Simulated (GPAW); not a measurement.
RuS:

```
Ru S
1.0
     0.00000    2.54676    2.54676
     2.54676    0.00000    2.54676
     2.54676    2.54676    0.00000
Ru S
1 1
Direct
  0.50000 0.50000 0.50000
  0.00000 0.00000 0.00000
```

The cell comes from a database or a generator and needn't be the stable form of this composition.

Base run:

| Item | Value |
| --- | --- |
| Program | GPAW 26.7.0 |
| Functional | LDA |
| Potentials or basis | the program's PAW data sets (release 1.2.1) made for this functional |
| Cutoff | 600 eV |
| Basis | pw |
| k mesh | 6 × 6 × 6 |
| Occupations | gaussian, width 0.05 eV |
| Spin | collinear spin, ferromagnetic start |
| Starting moments | [4.0, 0.0] μB |
| Fixed moment | 4 μB |
| Hubbard terms | Ru d U = 4 eV |

Its results: pressure 8.0 GPa; net moment 4.00 μB per cell; site moments Ru +3.36; S +0.34 μB.

Question: The run is repeated on the same cell with these changes: fixed moment from 4 μB to none; hubbard terms from Ru d U = 4 eV to none. What comes out?

Answer: Pressure -22.4 GPa; net moment 1.14 μB per cell; site moments Ru +0.97; S +0.06 μB.

Caveats: the total moment is fixed, so each spin has its own Fermi level (some runs); so large a pressure means that the cell lies far from this level's equilibrium, or that cutoff or potentials fall short (some runs); the moment fell far below its start of 4 μB, so a state of higher moment may lie lower in energy (some runs).
